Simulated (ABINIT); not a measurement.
The system is SiO.

```xyz
2
Lattice="2.8070 0.0000 0.0000 0.0000 2.8070 0.0000 0.0000 0.0000 2.8070" Properties=species:S:1:pos:R:3 pbc="T T T"
Si    0.0000    0.0000    0.0000
O     1.4035    1.4035    1.4035
```

The cell was built by a generator and needn't be a form met in nature.

```yaml
Program: ABINIT 10.8.3 (patched build)
Task: single point
Functional: PBE
Potentials_or_basis: JTH PAW PBE v2.0
Cutoff: 626 eV
k_mesh: 9 × 9 × 9
Occupations: fermi-dirac, width 0.05 eV
Spin: no spin polarisation
```

On this cell: pressure -0.2 GPa; largest force zero by symmetry; band gap on the k mesh none (metal or under the smearing width).

The same run follows on a disturbed copy (atoms moved at random, drawn with an rms of 0.05 Å):

```
Si O
1.0
     2.80697    0.00000    0.00000
     0.00000    2.80697    0.00000
     0.00000    0.00000    2.80697
Si O
1 1
Direct
  0.01925 0.00458 0.00607
  0.49563 0.49345 0.50784
```

What does the disturbed cell give?

The energy (extrapolated to zero smearing) moves by -10.0 meV/atom; pressure -0.3 GPa; largest force 0.539 eV/Å; band gap on the k mesh none (metal or under the smearing width).

Forces in eV/Å, atoms in the order of the input:
```
Si   0.487  0.230 -0.036
O   -0.487 -0.230  0.036
```

Stress tensor (GPa, compression positive):
```
-0.16 -0.22  0.04
-0.22 -0.33  0.02
 0.04  0.02 -0.38
```

The energy falls, though the first cell shows no forces: that form is unstable against this distortion, unless noise or another electronic state is at work.
